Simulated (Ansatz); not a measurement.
# Ge₂H₄Cl₂: up Jacob's ladder to CCSD(T)

An exercise on one series of results from a longer session: the logs are not shown, and one member is left open.

Computed with Ansatz 0.2.0, Gaussian basis. Level: functionals in def2-TZVPP, the program's frozen cores in correlated methods.

The runs, in order: LDA (SPW92), PBE-D4, revPBE-D4, BLYP-D4, r2SCAN-D4, B97M-V, PBE0-D4, B3LYP-D4, r2SCANh-D4, r2SCAN0-D4, HSE06-D4, BHLYP-D4, CAM-B3LYP-D4, LC-ωPBE, ωB97X-V, ωB97M-V, B2PLYP, PBE-QIDH; CCSD(T)/def2-SVP; CCSD(T)/def2-TZVPP; MP2/def2-QZVPP; extrapolation to the limit; RPA on PBE.

### Structure used throughout

The geometry comes from an earlier relaxation with PBE0-D4 in a triple-zeta def2 set; it is a stationary point, not always the lowest conformer.

8 atoms, charge 0, spin multiplicity 1.

Atoms are counted from 1 here; the program's logs count them from 0.

Bond lengths: Cl1–Ge2 2.154 Å, Ge2–Cl3 2.154 Å, Ge2–Ge4 2.424 Å, Ge2–H5 1.536 Å, Ge4–H6 1.534 Å, Ge4–H7 1.534 Å, Ge4–H8 1.531 Å. Angles: Cl1–Ge2–Cl3 107.2°, Cl1–Ge2–Ge4 108.6°, Cl1–Ge2–H5 106.4°, Cl3–Ge2–Ge4 108.6°, Cl3–Ge2–H5 106.4°, Ge4–Ge2–H5 119.0°, Ge2–Ge4–H6 108.6°, Ge2–Ge4–H7 108.6°, Ge2–Ge4–H8 107.6°, H6–Ge4–H7 110.3°, H6–Ge4–H8 110.8°, H7–Ge4–H8 110.8°.

The first run:

File in.yaml:

```yaml
crystal:
  periodic: [false, false, false]
  atoms:
    - {symbol: Cl, position_ang: [1.194359, -2.291371, -0.804317]}
    - {symbol: Ge, position_ang: [1.032166, -0.421382, 0.253030]}
    - {symbol: Cl, position_ang: [0.961050, -0.882920, 2.356141]}
    - {symbol: Ge, position_ang: [-1.051050, 0.646050, -0.376542]}
    - {symbol: H, position_ang: [2.352909, 0.325719, 0.017657]}
    - {symbol: H, position_ang: [-1.189901, 1.954078, 0.412566]}
    - {symbol: H, position_ang: [-1.019446, 0.932783, -1.883094]}
    - {symbol: H, position_ang: [-2.187989, -0.319857, -0.031241]}
basis:
  gaussian: {orbitals: def2-TZVPP}
hamiltonian: {xc: lda}
output: {orbitals: {seedname: orbitals}}
```

Command:

```sh
$ ansatz run in.yaml --threads 4 --pin off --events-out ev --progress --plain --max-ram 10444MiB
```

Among the steps run: LDA; PBE-D4 (GGA); revPBE-D4 (GGA); BLYP-D4 (GGA); r2SCAN-D4 (meta-GGA); B97M-V (meta-GGA); PBE0-D4 (hybrid); B3LYP-D4 (hybrid); r2SCANh-D4 (hybrid); r2SCAN0-D4 (hybrid); HSE06-D4 (hybrid); BHLYP-D4 (hybrid); CAM-B3LYP-D4 (range-separated); LC-ωPBE (range-separated); ωB97X-V (range-separated); ωB97M-V (range-separated); B2PLYP (double hybrid); PBE-QIDH (double hybrid).

One of the session's tables, all rows but one given; the rest of the session is left out.

It belongs to the step «Orbital energies across the functionals». 

| functional | HOMO (eV) | gap (eV) |
| --- | --- | --- |
| LDA (SPW92) | -7.16 | 5.05 |
| PBE-D4 | -7.05 | 5.21 |
| revPBE-D4 | -7.01 | 5.27 |
| BLYP-D4 | -6.90 | 5.12 |
| r2SCAN-D4 | -7.37 | 5.78 |
| B97M-V | -7.48 | 5.92 |
| PBE0-D4 | -8.25 | 7.33 |
| B3LYP-D4 | -8.02 | 6.82 |
| r2SCANh-D4 | -7.80 | 6.54 |
| r2SCAN0-D4 | -8.45 | 7.67 |
| HSE06-D4 | -7.86 | 6.57 |
| BHLYP-D4 | -9.30 | 9.36 |
| CAM-B3LYP-D4 | -9.50 | 9.58 |
| LC-ωPBE | ? | ? |
| ωB97X-V | -10.48 | 11.68 |
| ωB97M-V | -10.28 | 11.28 |

Q: Estimate the row for LC-ωPBE from the others.

As computed: HOMO (eV): -10.81; gap (eV): 12.10. In the column «HOMO (eV)» it is the lowest.
